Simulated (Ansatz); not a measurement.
# C₂H₇AlOSi: a ladder of functionals and wavefunction methods

Aim: compute C₂H₇AlOSi with functionals from several rungs and with coupled cluster, and see how far each lands from CCSD(T) at the basis-set limit for the atomisation energy.

Computed with Ansatz 0.2.0, Gaussian basis. Level: functionals in def2-TZVPP, the program's frozen cores in correlated methods.

The runs, in order: LDA (SPW92), PBE-D4, revPBE-D4, BLYP-D4, r2SCAN-D4, B97M-V, PBE0-D4, B3LYP-D4, r2SCANh-D4, r2SCAN0-D4, HSE06-D4, BHLYP-D4, CAM-B3LYP-D4, LC-ωPBE, ωB97X-V, ωB97M-V, B2PLYP, PBE-QIDH; CCSD(T)/def2-SVP; CCSD(T)/def2-TZVPP; MP2/def2-QZVPP; extrapolation to the limit; RPA on PBE.

## (1) Structure used throughout

An earlier PBE0-D4 in a triple-zeta def2 set relaxation fixed the geometry.

12 atoms, charge 0, spin multiplicity 1.

Atoms are counted from 1 here; the program's logs count them from 0.

Bond lengths: C1–O2 1.432 Å, C1–Al5 1.992 Å, C1–H6 1.094 Å, C1–H7 1.102 Å, O2–C3 1.420 Å, C3–Si4 1.927 Å, C3–H8 1.101 Å, C3–H9 1.092 Å, Si4–Al5 2.423 Å, Si4–H10 1.492 Å, Si4–H11 1.490 Å, Al5–H12 1.587 Å. Angles: O2–C1–Al5 105.0°, O2–C1–H6 105.9°, O2–C1–H7 110.2°, Al5–C1–H6 114.1°, Al5–C1–H7 114.9°, H6–C1–H7 106.4°, C1–O2–C3 113.5°, O2–C3–Si4 109.6°, O2–C3–H8 110.7°, O2–C3–H9 106.2°, Si4–C3–H8 110.9°, Si4–C3–H9 112.1°, H8–C3–H9 107.3°, C3–Si4–Al5 87.5°, C3–Si4–H10 112.1°, C3–Si4–H11 109.6°, Al5–Si4–H10 118.9°, Al5–Si4–H11 118.9° and more.

## (2) LDA

This LDA is Slater exchange with PW92 correlation.

File in.yaml:

```yaml
crystal:
  periodic: [false, false, false]
  atoms:
    - {symbol: C, position_ang: [-0.914463, 1.003780, 0.794453]}
    - {symbol: O, position_ang: [-0.904480, -0.415584, 0.980476]}
    - {symbol: C, position_ang: [0.364989, -1.008365, 0.747773]}
    - {symbol: Si, position_ang: [0.831335, -0.828868, -1.113521]}
    - {symbol: Al, position_ang: [-0.363938, 1.278883, -1.100068]}
    - {symbol: H, position_ang: [-1.935974, 1.327872, 1.013693]}
    - {symbol: H, position_ang: [-0.266561, 1.490334, 1.542066]}
    - {symbol: H, position_ang: [1.131955, -0.549221, 1.390276]}
    - {symbol: H, position_ang: [0.272087, -2.054047, 1.048309]}
    - {symbol: H, position_ang: [2.308052, -0.817729, -1.323159]}
    - {symbol: H, position_ang: [0.265111, -1.972816, -1.882242]}
    - {symbol: H, position_ang: [-0.711314, 2.490662, -2.064155]}
basis:
  gaussian: {orbitals: def2-TZVPP}
hamiltonian: {xc: lda}
output: {orbitals: {seedname: orbitals}}
```

After this run come: PBE-D4 (GGA); revPBE-D4 (GGA); BLYP-D4 (GGA); r2SCAN-D4 (meta-GGA); B97M-V (meta-GGA); PBE0-D4 (hybrid); B3LYP-D4 (hybrid); r2SCANh-D4 (hybrid); r2SCAN0-D4 (hybrid); HSE06-D4 (hybrid); BHLYP-D4 (hybrid); CAM-B3LYP-D4 (range-separated); LC-ωPBE (range-separated); ωB97X-V (range-separated); ωB97M-V (range-separated); B2PLYP (double hybrid); PBE-QIDH (double hybrid); CCSD(T) in def2-SVP; CCSD(T) in def2-TZVPP; MP2 in def2-QZVPP; RPA on PBE orbitals.

**Question.** What will the summary of the whole plan be? Wanted: atomisation energy, CCSD(T)/CBS; farthest beyond LDA; mean size of error, GGA; mean size of error, meta-GGA; mean size of error, hybrid; mean size of error, range-separated; mean size of error, double hybrid; gap, smallest and largest; T1 diagnostic.

The runs gave:

```
                               quantity                                                                               value
        atomisation energy, CCSD(T)/CBS                                                                      977.4 kcal/mol
functionals within 4.9 kcal/mol (0.5 %)  r2SCAN-D4, PBE0-D4, B3LYP-D4, r2SCANh-D4, HSE06-D4, CAM-B3LYP-D4, LC-ωPBE, ωB97M-V
                    farthest beyond LDA                                                           BHLYP-D4 (-28.0 kcal/mol)
                mean size of error, GGA                                                                        9.4 kcal/mol
           mean size of error, meta-GGA                                                                        4.9 kcal/mol
             mean size of error, hybrid                                                                        7.4 kcal/mol
    mean size of error, range-separated                                                                        3.1 kcal/mol
      mean size of error, double hybrid                                                                       11.0 kcal/mol
              gap, smallest and largest                                            2.36 eV (LDA (SPW92)), 8.95 eV (LC-ωPBE)
                          T1 diagnostic                                                                              0.0142
triples share of the correlation energy                                                                               3.9 %
```

In words: The LDA atomisation energy is off by 141.1 kcal/mol (14 %): it overbinds. PBE-D4 misses by +15.3 kcal/mol. Double hybrids carry the basis error of their MP2 part in triple zeta, and no dispersion term here, so their miss is partly the set-up's. Taken by rung, range-separated functionals do best (3.1 kcal/mol on average) and double hybrid ones worst beyond LDA (11.0 kcal/mol). The gap between the best rungs is small, so their order is not settled. Misses under about 4.9 kcal/mol are within the doubt on the reference itself, which lacks core-valence correlation, relativity and higher excitations. Hartree-Fock recovers 72 % of the binding; the rest is correlation. CCSD(T) in def2-SVP is off by -55.5 kcal/mol, so the small basis spoils what the method gains. Orbital gaps span 2.4 to 9.0 eV; exact exchange widens them.
